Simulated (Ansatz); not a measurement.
# B2O: how well frozen cores do, part 2 of 2

Aim: solve B2O at one geometry with full-potential LAPW, frozen-core PAW and all-electron PAW on datasets made for the crystal, and see where they agree.

Ansatz 0.2.0; DFT PBE; a database cell (COD). «Crystal datasets» are all-electron PAW datasets made for this crystal.

## (4) All-electron PAW on datasets made for the crystal

input.yaml

```yaml
crystal:
  lattice:
    - [2.8790012395, 0.0, 0.0]
    - [-1.4395006198, 2.4932882109, 0.0]
    - [0.0, 0.0, 7.052]
  atoms:
    - { symbol: B, position: [0.0, 0.0, 0.38] }
    - { symbol: B, position: [0.0, 0.0, 0.62] }
    - { symbol: B, position: [0.6666666667, 0.3333333333, 0.023] }
    - { symbol: B, position: [0.3333333333, 0.6666666667, 0.977] }
    - { symbol: O, position: [0.6666666667, 0.3333333333, 0.306] }
    - { symbol: O, position: [0.3333333333, 0.6666666667, 0.694] }
kpoints:
  mp_grid: { grid: [8, 8, 3] }
  band_path:
    path:
      - [0.0, 0.0, 0.0]
      - [0.5, 0.0, 0.0]
      - [0.3333333333, 0.3333333333, 0.0]
      - [0.0, 0.0, 0.0]
      - [0.0, 0.0, 0.5]
      - [0.5, 0.0, 0.5]
      - [0.3333333333, 0.3333333333, 0.5]
      - [0.0, 0.0, 0.5]
      - [0.5, 0.0, 0.5]
    npoints: 8
scf:
  occupations: { method: fermi_dirac, width: 0.02 }
hamiltonian:
  xc: pbe
  pseudopotentials: { kind: all_electron, datasets: crystal }
output:
  forces: true
  stress: true
  eigenvalues: true
  efg: { contact_densities: true }
```

The program printed:

```text
hamiltonian.pseudopotentials.datasets: crystal makes datasets for this crystal and solves the spheres of its atoms anew in each pass: cutoff 420.0 eV, the density's 1680.0 eV; for an error of 0.50 meV an atom under PBE, 3.0 meV for the cell; an energy difference from a run of another recipe may be off by several times the error for the cell, under r2SCAN by more, where some 0.1 meV an atom stays at smaller errors; B in spheres of 0.762 Å, 3 of its electrons in bands; O in spheres of 0.974 Å, 6 of its electrons in bands
Engine: ansatz 0.2.0
Pseudopotentials: kind: all_electron
Pseudopotential: B, paw, valence charge 3, recommended cutoff 420 eV (normal), Koelling and Harmon's equation, gaussian nucleus
Pseudopotential: O, paw, valence charge 6, recommended cutoff 420 eV (normal), Koelling and Harmon's equation, gaussian nucleus
Functional definition: PBE
  parameter kappa = 0.804
  parameter beta = 0.06672455060314922
  exchange = pbe_x(kappa = kappa, mu = beta*pi^2/3)
  correlation = pbe_c(beta = beta)
Crystal: 6 atoms, lattice volume = 50.621 Å³
Basis set: ecut = 420 eV, 995 PW (Γ), exchange–correlation on 40×40×96 points (8 copies of the dense FFT grid, shifted against one another)
Bands: 18, of which v1, the nominal top of the filled ones, is band 12 counted from 1 (11 counted from 0)
Symmetry: 12 space group operations
Space group: P-3m1 (ITA 164), of the structure as read, at distance tolerance 3.7e-5 Å
k-points: 25 of 192
Non-local potential: B, projectors of the file, l = 0: 1, l = 1: 1
Non-local potential: O, projectors of the file, l = 0: 1, l = 1: 2
PAW form: soft (Blöchl's): semilocal exchange-correlation on the pseudo side does not see the compensation charge
PAW one-centre angular grid: B, 110 points (default); XC on its mesh's 1887 points in the sphere
PAW one-centre angular grid: O, 110 points (default); XC on its mesh's 1935 points in the sphere
Initial density: superposition of atomic densities (neutral atoms: chi_scale 0, normalization atom)
Initial wavefunctions: pseudopotential atomic-orbital guess
Functional: x = pbe(κ = 0.804, μ = 0.2195149727645171), c = pbe(β = 0.06672455060314922)
iter 1 solved again at ethr=6.16e-2 eV; its pass at ethr=1.00e-1 eV (dr2=1.48e1 eV) is discarded
SCF iter   1: F=—  HF=-6801.247669 eV  |F-HF|=—  |Δ(HF+E_count)|=         —  Δρ=1.26e-1  dr2=1.48e1  ethr=6.16e-2  ⟨swp⟩=2.0  Hψ=2571  notcnv=0
preconditioner: auto → none  [insulator: Δε(μ)=0.315 eV  Ē_g=13.338 eV  σ=0.020 eV  W_gap=0.79  n_scr=4 (ndim 8)  ℏωp=25.6 eV  f_vac=0.000  D(μ)=0.43/eV (n_scr^D=2)  ε∞_Penn≈4.7]
SCF iter   2: F=—  HF=-6804.630952 eV  |F-HF|=—  |Δ(HF+E_count)|=    3.38e0  Δρ=1.41e-1  dr2=7.26e1  ethr=6.16e-2  ⟨swp⟩=4.3  Hψ=1185  notcnv=0  defer=30  recentre
SCF iter   3: F=—  HF=-6799.580009 eV  |F-HF|=—  |Δ(HF+E_count)|=    5.05e0  Δρ=8.30e-2  dr2=1.02e1  ethr=6.16e-2  ⟨swp⟩=4.4  Hψ=1218  notcnv=0  defer=5
SCF iter   4: F=—  HF=-6797.699683 eV  |F-HF|=—  |Δ(HF+E_count)|=    1.88e0  Δρ=4.29e-2  dr2=1.93e0  ethr=4.24e-2  ⟨swp⟩=2.6  Hψ=918  notcnv=0  defer=4
SCF iter   5: F=—  HF=-6797.500209 eV  |F-HF|=—  |Δ(HF+E_count)|=   1.99e-1  Δρ=2.21e-2  dr2=1.02e0  ethr=8.04e-3  ⟨swp⟩=3.6  Hψ=1045  notcnv=0  defer=9
SCF iter   6: F=—  HF=-6797.440280 eV  |F-HF|=—  |Δ(HF+E_count)|=   5.99e-2  Δρ=1.58e-2  dr2=5.32e-1  ethr=4.26e-3  ⟨swp⟩=2.6  Hψ=1169  notcnv=0  defer=7
SCF iter   7: F=—  HF=-6797.410452 eV  |F-HF|=—  |Δ(HF+E_count)|=   2.98e-2  Δρ=1.33e-2  dr2=3.93e-1  ethr=2.22e-3  ⟨swp⟩=2.2  Hψ=905  notcnv=0  defer=3
iter 8 solved again at ethr=1.22e-5 eV; its pass at ethr=1.64e-3 eV (dr2=2.92e-3 eV) is discarded
SCF iter   8: F=—  HF=-6797.372416 eV  |F-HF|=—  |Δ(HF+E_count)|=   3.80e-2  Δρ=2.38e-3  dr2=3.10e-3  ethr=1.22e-5  ⟨swp⟩=3.5  Hψ=2131  notcnv=0  defer=7
SCF iter   9: F=—  HF=-6797.373688 eV  |F-HF|=—  |Δ(HF+E_count)|=   1.27e-3  Δρ=2.90e-3  dr2=2.26e-2  ethr=1.22e-5  ⟨swp⟩=3.2  Hψ=925  notcnv=0  defer=5  recentre
SCF iter  10: F=—  HF=-6797.372131 eV  |F-HF|=—  |Δ(HF+E_count)|=   1.56e-3  Δρ=1.29e-3  dr2=1.52e-3  ethr=1.22e-5  ⟨swp⟩=3.1  Hψ=887  notcnv=0  defer=4
SCF iter  11: F=—  HF=-6797.372346 eV  |F-HF|=—  |Δ(HF+E_count)|=   2.15e-4  Δρ=1.39e-3  dr2=4.91e-3  ethr=6.34e-6  ⟨swp⟩=2.8  Hψ=820  notcnv=0  defer=3  recentre
SCF iter  12: F=—  HF=-6797.372087 eV  |F-HF|=—  |Δ(HF+E_count)|=   2.59e-4  Δρ=7.86e-4  dr2=1.37e-3  ethr=6.34e-6  ⟨swp⟩=2.0  Hψ=761  notcnv=0
SCF iter  13: F=—  HF=-6797.372005 eV  |F-HF|=—  |Δ(HF+E_count)|=   8.20e-5  Δρ=3.76e-4  dr2=3.24e-4  ethr=5.69e-6  ⟨swp⟩=2.0  Hψ=758  notcnv=0
SCF iter  14: F=—  HF=-6797.371981 eV  |F-HF|=—  |Δ(HF+E_count)|=   2.42e-5  Δρ=6.98e-5  dr2=8.89e-6  ethr=1.35e-6  ⟨swp⟩=2.1  Hψ=763  notcnv=0  defer=2
SCF iter  15: F=—  HF=-6797.371986 eV  |F-HF|=—  |Δ(HF+E_count)|=   4.89e-6  Δρ=1.65e-5  dr2=5.29e-7  ethr=3.71e-8  ⟨swp⟩=2.0  Hψ=761  notcnv=0
SCF iter  16: F=-6797.371986 eV  HF=-6797.371986 eV  |F-HF|=2.80e-9  |Δ(HF+E_count)|=   2.12e-8  Δρ=2.76e-6  dr2=3.89e-9  ethr=2.20e-9  ⟨swp⟩=3.0  Hψ=818  notcnv=0
SCF 1 converged in 16 iterations: F = -6797.371999 eV  dr2 = 3.89e-9
  Residual-converged pass: ⟨swp⟩=4.1  Hψ=1143  notcnv=0  max |occ|·‖R‖ = 6.6e-6 eV (tolerance 6.7e-6 eV)  dr2=3.73e-9  dr2_onsite=1.55e-9  max |Δocc| = 4.6e-10
NSCF: frozen V_eff on 65 k-points
SCF converged after 16 iterations
Free energy (F): -6797.371999 eV
Harris-Foulkes:  -6797.371999 eV  (|F-HF|=2.80e-9)
Internal energy: -6797.368122 eV  (E = F + TS)
E sigma→0 (E₀):  -6797.370061 eV
Entropy (-TS):   -0.003877 eV (-0.646 meV/atom)
Past the cutoff: the bands carry plane waves up to 1.75 times it, of which those up to 1.5 times it add -0.000171 eV an atom, each by itself; the spheres take 0.000167 eV an atom off the energy for waves past 1.75 times it
By the cutoff:   a pressure is off by up to 0.008 GPa (1.2 times the spheres' own share and the shells' term, over an atom's volume, and 0.004 GPa: a bound that held against runs at twice the plane waves)
Past the cutoffs: a stress includes 0.0010 GPa for waves and charges beyond them, in addition to the slope of what the spheres take
In the spheres:  the bands' charges fall short by 6.5e-7 e at most (sound up to 1e-3)
Fermi energy:    9.074002 eV
--- Per-component energies (eV) ---
  The terms above E_closure are by the made datasets' own strengths, without shells solved beside the bands.
--- Forces (eV/Å), atoms counted from 1 ---
  atom   1  B      0.00000000    -0.00000000     0.06120218
  atom   2  B      0.00000000     0.00000000    -0.06120218
  atom   3  B     -0.00000000    -0.00000000    -0.12494831
  atom   4  B      0.00000000     0.00000000     0.12494831
  atom   5  O      0.00000000    -0.00000000    -0.11326503
  atom   6  O      0.00000000     0.00000000     0.11326503
  max |Σ_I F_I| component: 9.25e-18 eV/Å
--- Stress (GPa, compression-positive) ---
      -28.665620      -0.000000      -0.000000
       -0.000000     -28.665620       0.000000
       -0.000000       0.000000       0.109448
  P = ⅓ Tr σ = -19.0739 GPa (-190.739 kbar)
--- PAW observables at the nuclei: V_zz in 10²¹ V/m², potentials from the cell's mean, atoms counted from 1 ---
  atom   1  B  V_zz =    -2.564532   η = 0.0000   by run symmetry: allowed
            electrostatic potential = -320.394325 V   contact ρ = 486.704129 e/Å³
  atom   2  B  V_zz =    -2.564532   η = 0.0000   by run symmetry: allowed
            electrostatic potential = -320.394325 V   contact ρ = 486.704129 e/Å³
  atom   3  B  V_zz =    +3.817685   η = 0.0000   by run symmetry: allowed
            electrostatic potential = -325.824661 V   contact ρ = 487.940311 e/Å³
  atom   4  B  V_zz =    +3.817685   η = 0.0000   by run symmetry: allowed
            electrostatic potential = -325.824661 V   contact ρ = 487.940311 e/Å³
  atom   5  O  V_zz =    -8.762929   η = 0.0000   by run symmetry: allowed
            electrostatic potential = -618.863998 V   contact ρ = 2161.168247 e/Å³
  atom   6  O  V_zz =    -8.762929   η = 0.0000   by run symmetry: allowed
            electrostatic potential = -618.863998 V   contact ρ = 2161.168247 e/Å³
--- Band table (eV; the first three rows and the last of 25) ---
  k-point 0: bands = ["-14.4195", "-13.9083", "-3.4302", "-0.6114", "0.9677", "2.1078", "2.1078", "2.2389", "2.2389", "5.9374", "7.6352", "9.5721", "10.1556", "10.7336", "10.7336", "11.6086"]
  k-point 1: bands = ["-14.4081", "-13.9230", "-3.0046", "-1.8039", "2.1006", "2.1006", "2.2470", "2.2470", "2.4666", "4.6857", "8.3429", "9.2234", "10.3277", "10.6450", "10.6450", "11.7353"]
  k-point 2: bands = ["-14.2665", "-13.7809", "-3.1634", "-0.6873", "0.9840", "1.3618", "1.6659", "1.8031", "2.1017", "5.9325", "8.1478", "9.5985", "9.8673", "10.1460", "10.6512", "11.6524"]
  k-point 24: bands = ["-12.9515", "-12.8856", "-2.8247", "-1.8098", "-0.9575", "-0.6706", "1.1069", "1.3768", "3.3334", "3.8282", "4.1781", "5.4517", "10.8801", "11.9087", "12.8762", "13.1608"]
```

Wall time 8.3 s (2 threads, shared host).

In short: pressure -19.07 GPa; no gap; largest force 0.125 eV/Å; Vzz B1 -2.56 (η = 0.00), B3 3.82 (η = 0.00), O5 -8.76 (η = 0.00) (10²¹ V/m²).

```
atom  contact density (e/Å³)
  B1                486.7041
  B3                487.9403
  O5                2161.168
```

## (5) The methods compared

```
          method  pressure (GPa)  largest force (eV/Å)  Vzz B1 (10²¹ V/m²)  Vzz B3 (10²¹ V/m²)  Vzz O5 (10²¹ V/m²)  SCF cycles, all passes
            LAPW          -19.07                 0.125                   –                   –                   –                      15
             PAW          -19.02                 0.129               -2.54                3.78               -8.89                       6
crystal datasets          -19.07                 0.125               -2.56                3.82               -8.76                      16
```

## (6) Outcome

The summary covers parts 1 to 2.

```
           quantity                                                 value
           pressure  LAPW -19.07, PAW -19.02, crystal datasets -19.07 GPa
         gap (LAPW)                                                  none
      largest force    LAPW 0.125, PAW 0.129, crystal datasets 0.125 eV/Å
Bader charges (PAW)                        B1 +1.30, B3 +0.09, O5 -1.39 e
```

**Reading.** At this geometry the cell is under tension of 19.1 GPa, so it would shrink if let go. There is no gap at this level; the crystal is a metal here. B 2p carries the largest share, 75 %, of the projected states within 0.3 eV of the Fermi level. The projection holds only the free atom's occupied shells (B 2s, B 2p, O 2s, O 2p in this range). The field gradient at O5, the largest by crystal datasets, is -8.89 by PAW and -8.76 by crystal datasets (10²¹ V/m²), within 5 %. In pressure, PAW differs from LAPW by +0.05 GPa. The forces differ by at most 6 meV/Å in a component, on a largest force of 0.125 eV/Å.
